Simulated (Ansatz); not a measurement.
# C3H4AlCl: harmonic frequencies at the relaxed geometry from a Python script

At which frequencies does C3H4AlCl vibrate? The task is harmonic frequencies at the relaxed geometry, for C3H4AlCl. SMILES: Cl[CH2][Al]1[CH]=[CH]1.

Computed with the Python package of Ansatz 0.2.0. Level of theory: B3LYP/def2-SVP.

## (1) The structure

Bond lengths: Cl1–C2 1.712 Å, C2–Al3 1.998 Å, Al3–C4 1.785 Å, Al3–C5 1.827 Å, C4–C5 1.407 Å, C2–H6 1.124 Å, C2–H7 1.115 Å, C4–H8 1.092 Å, C5–H9 1.038 Å. Angles (14 of 15 angles, heavy atoms first): Cl1–C2–Al3 108.6°, C2–Al3–C4 157.7°, C2–Al3–C5 156.4°, C4–Al3–C5 45.8°, Al3–C4–C5 68.7°, Al3–C5–C4 65.5°, Cl1–C2–H6 109.3°, Cl1–C2–H7 110.1°, Al3–C2–H6 110.3°, Al3–C2–H7 110.2°, Al3–C4–H8 143.9°, C5–C4–H8 146.5°, Al3–C5–H9 143.3°, C4–C5–H9 151.2°.

No structure file is read: the coordinates are typed or built in the script.

## (2) Script

Input file freq_c3h4alcl.py:

```python
import itertools
import logging
import sys

import ansatz
from ase import Atoms
from ase.data import atomic_numbers, covalent_radii
from ase.thermochemistry import IdealGasThermo
import numpy as np

logging.basicConfig(stream=sys.stdout, format="%(name)s: %(message)s")
logger = logging.getLogger("ansatz_job")
logger.setLevel(logging.INFO)


def main() -> None:
    geometry_ang = [
        ("Cl", (-1.3852, 1.953, 1.4904)),
        ("C", (0.1064, 1.1145, 1.4366)),
        ("Al", (0.0746, -0.1466, -0.1129)),
        ("C", (-0.1941, -1.6767, -0.9922)),
        ("C", (0.2946, -0.6731, -1.8486)),
        ("H", (0.9447, 1.8544, 1.3194)),
        ("H", (0.2656, 0.5532, 2.3865)),
        ("H", (-0.6299, -2.6748, -0.9141)),
        ("H", (0.6117, -0.3502, -2.7823)),
    ]
    c3h4alcl = ansatz.Crystal.molecule()
    for symbol, xyz in geometry_ang:
        c3h4alcl = c3h4alcl.atom(symbol, xyz)

    base = c3h4alcl.calculation()
    base = base.basis(gaussian="def2-SVP")
    base = base.functional("B3LYP")
    symbols = [site.symbol for site in c3h4alcl.cartesian_sites]
    start = np.array([site.position_ang for site in c3h4alcl.cartesian_sites], dtype=float)
    rep = base.relax(force_tolerance=0.003, max_steps=100).run(threads=1, pin="off").report
    end = np.array(rep["positions_ang"])

    radius = [covalent_radii[atomic_numbers[s]] for s in symbols]
    span = lambda where, i, j: np.linalg.norm(where[i] - where[j])
    bonded = [(i, j) for i, j in itertools.combinations(range(len(symbols)), 2) if min(span(start, i, j), span(end, i, j)) < 1.2 * (radius[i] + radius[j])]
    logger.info("pair        before    after (A)")
    for i, j in bonded:
        print(f"{symbols[i]}{i}-{symbols[j]}{j}".ljust(10), f"{span(start, i, j):8.4f} {span(end, i, j):8.4f}")

    minimum = ansatz.Crystal.molecule()
    for symbol, place in zip(symbols, end):
        minimum = minimum.atom(symbol, place.tolist())
    vibrating = (
        minimum.calculation()
        .basis(gaussian="def2-SVP")
        .functional("B3LYP")
        .phonons(temperatures=(200, 600, 100))
    )
    vib = vibrating.run(threads=1, pin="off").report["vibrations"]
    sums = vib["harmonic_sums"]
    modes = [m["omega_inv_cm"] for m in sums["modes_at_gamma"] if m["rigid_motion"] == "no"]
    print("frequencies (1/cm):", " ".join(f"{w:.0f}" for w in modes))
    print("imaginary modes:", sum(w < 0 for w in modes), " zero-point energy:", round(sums["zero_point_energy_ev"], 4), "eV")
    gas = IdealGasThermo(vib_energies=[w / 8065.544 for w in modes if w > 0], geometry="linear" if len(modes) == 3 * len(symbols) - 5 else "nonlinear",
                         atoms=Atoms(symbols, positions=end), symmetrynumber=1, spin=0.0)
    logger.info(f"H(298 K) - E = {gas.get_enthalpy(298.15, verbose=False):.4f} eV")
    logger.info(f"S(298 K, 1 bar) = {96485.33 * gas.get_entropy(298.15, 1e5, verbose=False):.1f} J/(mol K) with symmetry number 1")


if __name__ == "__main__":
    main()
```

## (3) Launch

On the command line:

```
> python freq_c3h4alcl.py
```

**Question.** What results will this script give? Wanted: moves of the relaxation of run 1; energy gained in run 1; last largest force component of run 1; highest frequency; imaginary modes; zero-point energy.

**Answer**, as computed:

| quantity | value |
| --- | --- |
| runs compared | 2 |
| moves of the relaxation of run 1 | 9 |
| energy gained in run 1 | 0.911 eV |
| last largest force component of run 1 | 0.0007 eV/Å |
| highest frequency | 3162 cm⁻¹ |
| imaginary modes | 0 |
| zero-point energy | 1.561 eV |

**Reading.** Run 1: The relaxation took 9 moves; the largest shift is 0.379 Å, of atom 9 (H). All frequencies are real, so the geometry is a minimum. The values are harmonic; measured fundamentals also hold anharmonic shifts, mostly downward for stretches. Notes:
- The frequencies are harmonic and unscaled, in a modest basis. The result belongs to the one conformer reached from this start, and soft torsions count as harmonic oscillators.
- b3lyp holds the VWN-RPA fit, as in Gaussian; the form of ORCA and Turbomole is b3lyp5.
- The entropy takes a symmetry number of 1; a symmetric molecule's is lower by R ln(sigma).
